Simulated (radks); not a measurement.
**Sn⁴⁺ in [Kr] 4d10: an all-electron calculation**

The task here is to estimate one member of a computed series from the others.

Method: Dirac Kohn-Sham, XLYP, spin-unpolarised, spherical densities, finite nucleus. Code: radks (a radial shooting solver on a logarithmic mesh, Libxc functionals) version 1.

### What is computed

| Property | Result |
| --- | --- |
| element | tin (Z = 50) |
| charge | +4 |
| electrons | 46 |
| configuration | [Kr] 4d10 |
| nuclear rms radius | 4.6519 fm |

The outer shells:

Sn⁴⁺
```
[Kr] core
4d [↑↓][↑↓][↑↓][↑↓][↑↓]
```

Set-up of the first run:

Input:

```text
Z 50
configuration [Kr] 4d10 5s0 5p0
relativity Dirac
functional xlyp
spin unpolarised
j_filling energy
nucleus finite rms 4.6519 fm
c 137.035999084
```

Steps of the session up to this table: Self-consistent calculation.

One table of the session follows, with a row left open; its other results are not shown here.

It belongs to the step «Radial structure». Sizes of the orbitals, from the radial functions (bohr):

| level | <r> | outermost maximum (interpolated) | 90 % within | nodes |
| --- | --- | --- | --- | --- |
| 1s1/2 | 0.02905 | 0.0188 | 0.0522 | 0 |
| 2s1/2 | 0.1251 | 0.106 | 0.194 | 1 |
| 2p1/2 | 0.1058 | 0.0818 | 0.173 | 0 |
| 2p3/2 | 0.1112 | 0.0863 | 0.181 | 0 |
| 3s1/2 | ? | ? | ? | ? |
| 3p1/2 | 0.3299 | 0.294 | 0.497 | 1 |
| 3p3/2 | 0.3411 | 0.304 | 0.513 | 1 |
| 3d3/2 | 0.3125 | 0.249 | 0.493 | 0 |
| 3d5/2 | 0.3161 | 0.252 | 0.498 | 0 |
| 4s1/2 | 0.8174 | 0.745 | 1.18 | 3 |
| 4p1/2 | 0.8632 | 0.771 | 1.27 | 2 |
| 4p3/2 | 0.8925 | 0.796 | 1.31 | 2 |
| 4d3/2 | 1.064 | 0.878 | 1.64 | 1 |
| 4d5/2 | 1.077 | 0.887 | 1.66 | 1 |
| 5s1/2 | 2.052 | 1.86 | 2.93 | 4 |
| 5p1/2 | 2.306 | 2.09 | 3.29 | 3 |
| 5p3/2 | 2.365 | 2.16 | 3.37 | 3 |

Estimate the missing values for 3s1/2.

As computed: <r>: 0.3391; outermost maximum (interpolated): 0.308; 90 % within: 0.499; nodes: 2. In the column «<r>» it lies between 3p1/2 (0.3299) and 3p3/2 (0.3411).
